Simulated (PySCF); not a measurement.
# A gas-phase reaction: ClFGeH2 + N2O → ClFGeH2O + N2

Aim: the reaction energy of `[F][GeH2][Cl]` + `[N-]=[N+]=O` → `[OH][GeH]([F])[Cl]` + `N#N`.

Computed with PySCF 2.14.0; each step states its level. No surroundings beyond the atoms listed, unless a continuum is named. Atoms count from 0, parts from 1.

## (1) The system as given

Each species was relaxed by itself at PBE0-D3(BJ)/def2-SVPD.

## (2) Reaction energy: wB97M-D3(BJ)/def2-TZVPD

The job: settings as JSON, then the geometry in Å.

```
{"job": {"kind": "react", "xc": "wB97M-D3(BJ)", "basis": "def2-TZVPD"}, "charge": 0, "multiplicity": 1}
-1 ClFGeH2 charge 0 multiplicity 1
F     -1.261600     0.667630     0.917320
Ge     0.079520    -0.084240     0.088700
Cl    -0.129310     0.429040    -1.992110
H      1.350620     0.564820     0.631460
H     -0.096790    -1.593100     0.243910

-1 N2O charge 0 multiplicity 1
N      1.128490    -0.203900    -0.007430
N      0.021230    -0.006090    -0.005970
O     -1.137300     0.200900    -0.004450

+1 ClFGeH2O charge 0 multiplicity 1
O     -0.494700    -1.109360     0.760270
Ge    -0.159110     0.374920    -0.109300
F      0.484960    -0.034090    -1.674370
Cl     1.417290     1.469490     0.853340
H      0.279820    -1.638250     0.979320
H     -1.436790     1.178860    -0.270600

+1 N2 charge 0 multiplicity 1
N      0.507140    -0.135990    -0.159400
N     -0.507180     0.135990     0.159400
```

Method: wB97M-D3(BJ)/def2-TZVPD reaction energy of separated species, gas phase.

Command:

```sh
$ OMP_NUM_THREADS=1 python cluster_run.py task.json out
```

This one command runs all jobs of the session in turn.

The log of the run:

```text
species 1 (ClFGeH2)
coarse grid: 23976 points
cycle   1  E = -2638.3513553165  dE = -5.407e-01  |g| = 8.892e-01  |ddm| = 1.702e+00
cycle   2  E = -2638.3220827986  dE =  2.927e-02  |g| = 1.115e+00  |ddm| = 1.037e+00
cycle   3  E = -2638.4658868284  dE = -1.438e-01  |g| = 7.932e-02  |ddm| = 5.107e-01
cycle   4  E = -2638.4668277527  dE = -9.409e-04  |g| = 3.585e-02  |ddm| = 6.384e-02
cycle   5  E = -2638.4670047932  dE = -1.770e-04  |g| = 5.356e-03  |ddm| = 2.097e-02
cycle   6  E = -2638.4670155858  dE = -1.079e-05  |g| = 2.051e-03  |ddm| = 8.402e-03
cycle   7  E = -2638.4670169331  dE = -1.347e-06  |g| = 5.110e-04  |ddm| = 2.811e-03
final grid: 47136 points
cycle   8  E = -2638.4668358163  dE = -2.531e-07  |g| = 4.487e-04  |ddm| = 1.567e-03
cycle   9  E = -2638.4668358294  dE = -1.316e-08  |g| = 5.060e-04  |ddm| = 4.664e-04
cycle  10  E = -2638.4668358648  dE = -3.540e-08  |g| = 5.213e-05  |ddm| = 2.197e-04
cycle  11  E = -2638.4668358670  dE = -2.144e-09  |g| = 2.715e-05  |ddm| = 1.075e-04
cycle  12  E = -2638.4668358673  dE = -3.156e-10  |g| = 3.586e-06  |ddm| = 4.301e-05
converged SCF energy = -2638.4668358673

species 2 (N2O)
coarse grid: 15424 points
cycle   1  E = -184.6618542951  dE =  6.983e-01  |g| = 8.261e-01  |ddm| = 1.717e+00
cycle   2  E = -184.5841328607  dE =  7.772e-02  |g| = 1.134e+00  |ddm| = 9.885e-01
cycle   3  E = -184.7852496618  dE = -2.011e-01  |g| = 1.174e-01  |ddm| = 4.952e-01
cycle   4  E = -184.7864123768  dE = -1.163e-03  |g| = 8.425e-02  |ddm| = 1.014e-01
cycle   5  E = -184.7877137171  dE = -1.301e-03  |g| = 1.003e-02  |ddm| = 4.527e-02
cycle   6  E = -184.7877340198  dE = -2.030e-05  |g| = 1.578e-03  |ddm| = 1.117e-02
cycle   7  E = -184.7877349114  dE = -8.916e-07  |g| = 4.463e-04  |ddm| = 4.009e-03
final grid: 33192 points
cycle   8  E = -184.7877164332  dE = -2.468e-08  |g| = 5.836e-04  |ddm| = 1.865e-03
cycle   9  E = -184.7877162873  dE =  1.459e-07  |g| = 1.091e-03  |ddm| = 7.556e-04
cycle  10  E = -184.7877165047  dE = -2.174e-07  |g| = 4.341e-05  |ddm| = 5.332e-04
cycle  11  E = -184.7877165053  dE = -5.338e-10  |g| = 2.657e-05  |ddm| = 9.285e-05
converged SCF energy = -184.7877165053

species 3 (ClFGeH2O)
coarse grid: 29160 points
cycle   1  E = -2713.5990242389  dE = -3.298e-01  |g| = 1.088e+00  |ddm| = 1.911e+00
cycle   2  E = -2713.5490334343  dE =  4.999e-02  |g| = 1.342e+00  |ddm| = 1.282e+00
cycle   3  E = -2713.7797364451  dE = -2.307e-01  |g| = 6.347e-02  |ddm| = 6.556e-01
cycle   4  E = -2713.7804704704  dE = -7.340e-04  |g| = 3.738e-02  |ddm| = 7.129e-02
cycle   5  E = -2713.7806883019  dE = -2.178e-04  |g| = 6.571e-03  |ddm| = 2.410e-02
cycle   6  E = -2713.7807003536  dE = -1.205e-05  |g| = 2.625e-03  |ddm| = 9.057e-03
cycle   7  E = -2713.7807020842  dE = -1.731e-06  |g| = 7.069e-04  |ddm| = 3.113e-03
final grid: 58344 points
cycle   8  E = -2713.7805970247  dE = -2.855e-07  |g| = 7.112e-04  |ddm| = 2.434e-03
cycle   9  E = -2713.7805970178  dE =  6.939e-09  |g| = 8.594e-04  |ddm| = 7.441e-04
cycle  10  E = -2713.7805971192  dE = -1.014e-07  |g| = 5.387e-05  |ddm| = 3.696e-04
cycle  11  E = -2713.7805971215  dE = -2.251e-09  |g| = 2.964e-05  |ddm| = 1.243e-04
cycle  12  E = -2713.7805971219  dE = -3.802e-10  |g| = 7.512e-06  |ddm| = 4.802e-05
converged SCF energy = -2713.7805971219

species 4 (N2)
coarse grid: 10240 points
cycle   1  E = -109.6045727800  dE =  4.457e-02  |g| = 1.682e-01  |ddm| = 1.300e+00
cycle   2  E = -109.6103834801  dE = -5.811e-03  |g| = 7.387e-02  |ddm| = 1.523e-01
cycle   3  E = -109.6112839279  dE = -9.004e-04  |g| = 6.548e-03  |ddm| = 4.575e-02
cycle   4  E = -109.6112981111  dE = -1.418e-05  |g| = 1.069e-03  |ddm| = 1.769e-02
cycle   5  E = -109.6112985913  dE = -4.803e-07  |g| = 2.349e-04  |ddm| = 1.190e-03
final grid: 21984 points
cycle   6  E = -109.6112972548  dE = -3.513e-08  |g| = 8.042e-05  |ddm| = 6.028e-04
cycle   7  E = -109.6112972577  dE = -2.831e-09  |g| = 3.098e-05  |ddm| = 1.428e-04
cycle   8  E = -109.6112972579  dE = -2.871e-10  |g| = 8.433e-06  |ddm| = 5.258e-05
converged SCF energy = -109.6112972579

Reaction energy = -86.336 kcal/mol
```

It took 24 s on 1 thread of Arm Neoverse V2, shared host; peak memory 0.69 GiB.

Species by species (with the dispersion term, which the log's SCF energies lack):

| ν | species | energy (Eh) | HOMO (eV) |
| --- | --- | --- | --- |
| -1 | [F][GeH2][Cl] | -2638.47044 | -11.58 |
| -1 | [N-]=[N+]=O | -184.78947 | -12.17 |
| +1 | [OH][GeH]([F])[Cl] | -2713.78546 | -11.95 |
| +1 | N#N | -109.61204 | -14.89 |

## (3) Reaction energy: PBE0-D3(BJ)/def2-TZVPD

The job, as its differences from that of step 2:

```diff
@@ -1,2 +1,2 @@
-{"job": {"kind": "react", "xc": "wB97M-D3(BJ)", "basis": "def2-TZVPD"}, "charge": 0, "multiplicity": 1}
+{"job": {"kind": "react", "xc": "PBE0", "basis": "def2-TZVPD", "disp": "d3bj"}, "charge": 0, "multiplicity": 1}
 -1 ClFGeH2 charge 0 multiplicity 1
```

Method: PBE0-D3(BJ)/def2-TZVPD reaction energy of separated species, gas phase.

The log of the run:

```text
species 1 (ClFGeH2)
coarse grid: 23976 points
cycle   1  E = -2637.7656746341  dE = -4.701e-01  |g| = 9.197e-01  |ddm| = 1.715e+00
cycle   2  E = -2637.5568235500  dE =  2.089e-01  |g| = 1.533e+00  |ddm| = 1.278e+00
cycle   3  E = -2637.8696989156  dE = -3.129e-01  |g| = 1.883e-01  |ddm| = 8.081e-01
cycle   4  E = -2637.8742968402  dE = -4.598e-03  |g| = 3.880e-02  |ddm| = 1.157e-01
cycle   5  E = -2637.8744758733  dE = -1.790e-04  |g| = 7.139e-03  |ddm| = 2.012e-02
cycle   6  E = -2637.8744859813  dE = -1.011e-05  |g| = 2.442e-03  |ddm| = 6.202e-03
cycle   7  E = -2637.8744875491  dE = -1.568e-06  |g| = 2.219e-04  |ddm| = 1.944e-03
final grid: 47136 points
cycle   8  E = -2637.8743941094  dE = -1.202e-07  |g| = 2.890e-04  |ddm| = 1.038e-03
cycle   9  E = -2637.8743941001  dE =  9.266e-09  |g| = 3.636e-04  |ddm| = 5.191e-04
cycle  10  E = -2637.8743941275  dE = -2.742e-08  |g| = 4.763e-05  |ddm| = 2.756e-04
cycle  11  E = -2637.8743941278  dE = -3.001e-10  |g| = 1.122e-05  |ddm| = 2.891e-05
converged SCF energy = -2637.8743941278

species 2 (N2O)
coarse grid: 3216 points
cycle   1  E = -184.4532636680  dE =  7.159e-01  |g| = 7.388e-01  |ddm| = 1.711e+00
cycle   2  E = -184.1505842568  dE =  3.027e-01  |g| = 1.536e+00  |ddm| = 1.025e+00
cycle   3  E = -184.5232683812  dE = -3.727e-01  |g| = 3.647e-01  |ddm| = 7.205e-01
cycle   4  E = -184.5484648483  dE = -2.520e-02  |g| = 9.416e-02  |ddm| = 2.249e-01
cycle   5  E = -184.5501130896  dE = -1.648e-03  |g| = 6.987e-03  |ddm| = 4.645e-02
cycle   6  E = -184.5501201764  dE = -7.087e-06  |g| = 2.069e-03  |ddm| = 4.704e-03
final grid: 33192 points
cycle   7  E = -184.5460647673  dE =  2.398e-05  |g| = 1.472e-02  |ddm| = 5.515e-02
cycle   8  E = -184.5457575416  dE =  3.072e-04  |g| = 4.213e-02  |ddm| = 2.730e-02
cycle   9  E = -184.5461038870  dE = -3.463e-04  |g| = 3.010e-03  |ddm| = 2.090e-02
cycle  10  E = -184.5461054961  dE = -1.609e-06  |g| = 4.734e-04  |ddm| = 1.426e-03
cycle  11  E = -184.5461055322  dE = -3.607e-08  |g| = 8.113e-05  |ddm| = 2.504e-04
cycle  12  E = -184.5461055336  dE = -1.424e-09  |g| = 1.182e-05  |ddm| = 7.264e-05
cycle  13  E = -184.5461055336  dE = -3.126e-11  |g| = 7.395e-07  |ddm| = 7.943e-06
converged SCF energy = -184.5461055336

species 3 (ClFGeH2O)
coarse grid: 29160 points
cycle   1  E = -2712.9029316928  dE = -2.335e-01  |g| = 1.158e+00  |ddm| = 1.950e+00
cycle   2  E = -2712.5359920114  dE =  3.669e-01  |g| = 1.927e+00  |ddm| = 1.695e+00
cycle   3  E = -2713.0889960967  dE = -5.530e-01  |g| = 1.627e-01  |ddm| = 1.134e+00
cycle   4  E = -2713.0930666396  dE = -4.071e-03  |g| = 6.451e-02  |ddm| = 1.416e-01
cycle   5  E = -2713.0936311002  dE = -5.645e-04  |g| = 1.304e-02  |ddm| = 3.932e-02
cycle   6  E = -2713.0936561867  dE = -2.509e-05  |g| = 6.695e-03  |ddm| = 1.055e-02
cycle   7  E = -2713.0936634472  dE = -7.261e-06  |g| = 1.426e-03  |ddm| = 3.829e-03
final grid: 58344 points
cycle   8  E = -2713.0936850145  dE =  1.164e-07  |g| = 1.931e-03  |ddm| = 2.413e-03
cycle   9  E = -2713.0936843017  dE =  7.128e-07  |g| = 2.903e-03  |ddm| = 2.619e-03
cycle  10  E = -2713.0936856619  dE = -1.360e-06  |g| = 2.755e-04  |ddm| = 1.541e-03
cycle  11  E = -2713.0936856764  dE = -1.450e-08  |g| = 4.431e-05  |ddm| = 1.717e-04
cycle  12  E = -2713.0936856766  dE = -2.478e-10  |g| = 6.803e-06  |ddm| = 3.044e-05
converged SCF energy = -2713.0936856766

species 4 (N2)
coarse grid: 2128 points
cycle   1  E = -109.4495382854  dE =  1.300e-01  |g| = 1.031e-01  |ddm| = 1.274e+00
cycle   2  E = -109.4509725816  dE = -1.434e-03  |g| = 4.738e-02  |ddm| = 1.017e-01
cycle   3  E = -109.4513954771  dE = -4.229e-04  |g| = 9.133e-03  |ddm| = 3.530e-02
cycle   4  E = -109.4514121549  dE = -1.668e-05  |g| = 5.127e-04  |ddm| = 5.400e-03
cycle   5  E = -109.4514122021  dE = -4.720e-08  |g| = 7.832e-05  |ddm| = 4.391e-04
final grid: 21984 points
cycle   6  E = -109.4466157534  dE = -6.398e-06  |g| = 2.504e-03  |ddm| = 5.461e-02
cycle   7  E = -109.4466163925  dE = -6.391e-07  |g| = 1.570e-03  |ddm| = 2.620e-03
cycle   8  E = -109.4466168829  dE = -4.905e-07  |g| = 4.499e-05  |ddm| = 9.714e-04
cycle   9  E = -109.4466168833  dE = -3.980e-10  |g| = 4.870e-06  |ddm| = 4.993e-05
converged SCF energy = -109.4466168833

Reaction energy = -75.444 kcal/mol
```

Run time: 12 s. Hardware: 1 thread of Arm Neoverse V2, shared host; peak memory 0.62 GiB.

Reaction energy at this level: -75.44 kcal/mol.

## (4) Reaction energy: MP2/def2-TZVPD

The job, as its differences from that of step 3:

```diff
@@ -1,2 +1,2 @@
-{"job": {"kind": "react", "xc": "PBE0", "basis": "def2-TZVPD", "disp": "d3bj"}, "charge": 0, "multiplicity": 1}
+{"job": {"kind": "react", "xc": "MP2", "basis": "def2-TZVPD"}, "charge": 0, "multiplicity": 1}
 -1 ClFGeH2 charge 0 multiplicity 1
```

With the program's defaults for keys left out, this is: MP2/def2-TZVPD reaction energy of separated species, gas phase.

The log of the run:

```text
species 1 (ClFGeH2)
final grid: 47136 points
cycle   1  E = -2635.5222395102  dE = -6.606e-01  |g| = 6.691e-01  |ddm| = 1.679e+00
cycle   2  E = -2635.5802193890  dE = -5.798e-02  |g| = 5.072e-01  |ddm| = 6.285e-01
cycle   3  E = -2635.6107027068  dE = -3.048e-02  |g| = 3.801e-02  |ddm| = 2.461e-01
cycle   4  E = -2635.6113421151  dE = -6.394e-04  |g| = 1.472e-02  |ddm| = 6.002e-02
cycle   5  E = -2635.6114173320  dE = -7.522e-05  |g| = 4.342e-03  |ddm| = 1.776e-02
cycle   6  E = -2635.6114251532  dE = -7.821e-06  |g| = 1.548e-03  |ddm| = 5.910e-03
cycle   7  E = -2635.6114263804  dE = -1.227e-06  |g| = 6.165e-04  |ddm| = 1.983e-03
cycle   8  E = -2635.6114266133  dE = -2.329e-07  |g| = 1.538e-04  |ddm| = 9.666e-04
cycle   9  E = -2635.6114266271  dE = -1.384e-08  |g| = 1.962e-05  |ddm| = 3.096e-04
cycle  10  E = -2635.6114266273  dE = -2.165e-10  |g| = 4.761e-06  |ddm| = 4.217e-05
converged SCF energy = -2635.6114266273

species 2 (N2O)
final grid: 33192 points
cycle   1  E = -183.6407247992  dE =  7.813e-01  |g| = 7.882e-01  |ddm| = 1.636e+00
cycle   2  E = -183.6997059468  dE = -5.898e-02  |g| = 5.972e-01  |ddm| = 7.870e-01
cycle   3  E = -183.7582055692  dE = -5.850e-02  |g| = 6.196e-02  |ddm| = 2.991e-01
cycle   4  E = -183.7590486053  dE = -8.430e-04  |g| = 1.829e-02  |ddm| = 5.670e-02
cycle   5  E = -183.7591886912  dE = -1.401e-04  |g| = 1.074e-02  |ddm| = 2.987e-02
cycle   6  E = -183.7592140400  dE = -2.535e-05  |g| = 3.404e-03  |ddm| = 1.078e-02
cycle   7  E = -183.7592204426  dE = -6.403e-06  |g| = 1.237e-03  |ddm| = 7.349e-03
cycle   8  E = -183.7592209907  dE = -5.481e-07  |g| = 1.482e-04  |ddm| = 1.882e-03
cycle   9  E = -183.7592210007  dE = -1.005e-08  |g| = 1.728e-05  |ddm| = 3.667e-04
cycle  10  E = -183.7592210009  dE = -1.149e-10  |g| = 4.196e-06  |ddm| = 4.127e-05
converged SCF energy = -183.7592210009

species 3 (ClFGeH2O)
final grid: 58344 points
cycle   1  E = -2710.4243521224  dE = -4.859e-01  |g| = 8.098e-01  |ddm| = 1.882e+00
cycle   2  E = -2710.5015803049  dE = -7.723e-02  |g| = 5.920e-01  |ddm| = 7.529e-01
cycle   3  E = -2710.5461435304  dE = -4.456e-02  |g| = 4.458e-02  |ddm| = 2.958e-01
cycle   4  E = -2710.5469119518  dE = -7.684e-04  |g| = 1.569e-02  |ddm| = 6.336e-02
cycle   5  E = -2710.5470001437  dE = -8.819e-05  |g| = 4.099e-03  |ddm| = 2.034e-02
cycle   6  E = -2710.5470087896  dE = -8.646e-06  |g| = 1.234e-03  |ddm| = 6.278e-03
cycle   7  E = -2710.5470099620  dE = -1.172e-06  |g| = 4.358e-04  |ddm| = 2.229e-03
cycle   8  E = -2710.5470100549  dE = -9.290e-08  |g| = 1.802e-04  |ddm| = 5.658e-04
cycle   9  E = -2710.5470100665  dE = -1.159e-08  |g| = 2.802e-05  |ddm| = 2.296e-04
cycle  10  E = -2710.5470100669  dE = -4.056e-10  |g| = 1.007e-05  |ddm| = 4.928e-05
converged SCF energy = -2710.5470100669

species 4 (N2)
final grid: 21984 points
cycle   1  E = -108.9673675771  dE =  4.863e-02  |g| = 2.948e-01  |ddm| = 1.230e+00
cycle   2  E = -108.9868251182  dE = -1.946e-02  |g| = 8.978e-02  |ddm| = 1.852e-01
cycle   3  E = -108.9883095306  dE = -1.484e-03  |g| = 1.594e-02  |ddm| = 6.313e-02
cycle   4  E = -108.9884071460  dE = -9.762e-05  |g| = 1.828e-03  |ddm| = 2.422e-02
cycle   5  E = -108.9884081617  dE = -1.016e-06  |g| = 1.998e-04  |ddm| = 3.068e-03
cycle   6  E = -108.9884081823  dE = -2.059e-08  |g| = 4.401e-05  |ddm| = 4.052e-04
cycle   7  E = -108.9884081834  dE = -1.076e-09  |g| = 4.188e-06  |ddm| = 7.048e-05
cycle   8  E = -108.9884081834  dE = -7.077e-12  |g| = 2.888e-07  |ddm| = 1.755e-05
converged SCF energy = -108.9884081834

Reaction energy = -84.389 kcal/mol
```

Run time: 5.5 s. Hardware: 1 thread of Arm Neoverse V2, shared host; peak memory 0.5 GiB.

Reaction energy at this level: -84.39 kcal/mol.

## (5) Side by side

Energies in kcal/mol, with wall time:

| run | reaction | time |
| --- | --- | --- |
| wB97M-D3(BJ)/def2-TZVPD | -86.34 | 24 s |
| PBE0-D3(BJ)/def2-TZVPD | -75.44 | 12 s |
| MP2/def2-TZVPD | -84.39 | 5.5 s |

## (6) Results

```
                                                quantity                      value
               reaction energy (wB97M-D3(BJ)/def2-TZVPD)            -86.34 kcal/mol
                     ΔH, ΔG at 298 K (xTB thermal terms)      -86.1, -86.5 kcal/mol
range of the reaction energy over the runs of this table  -86.34 to -75.44 kcal/mol
```

In words: The reaction is exothermic by 86.1 kcal/mol in the gas phase; dispersion gives -0.15, and xTB itself gave -8.82 for the electronic energy (xTB energies and thermal terms come from the earlier relaxation of each species, not shown). No barrier was sought. xTB and this level differ widely in the electronic energy, so what comes from xTB (the thermal terms above all) is less safe here. The reaction energy runs from -86.34 (wB97M-D3(BJ)/def2-TZVPD) to -75.44 kcal/mol (PBE0-D3(BJ)/def2-TZVPD).
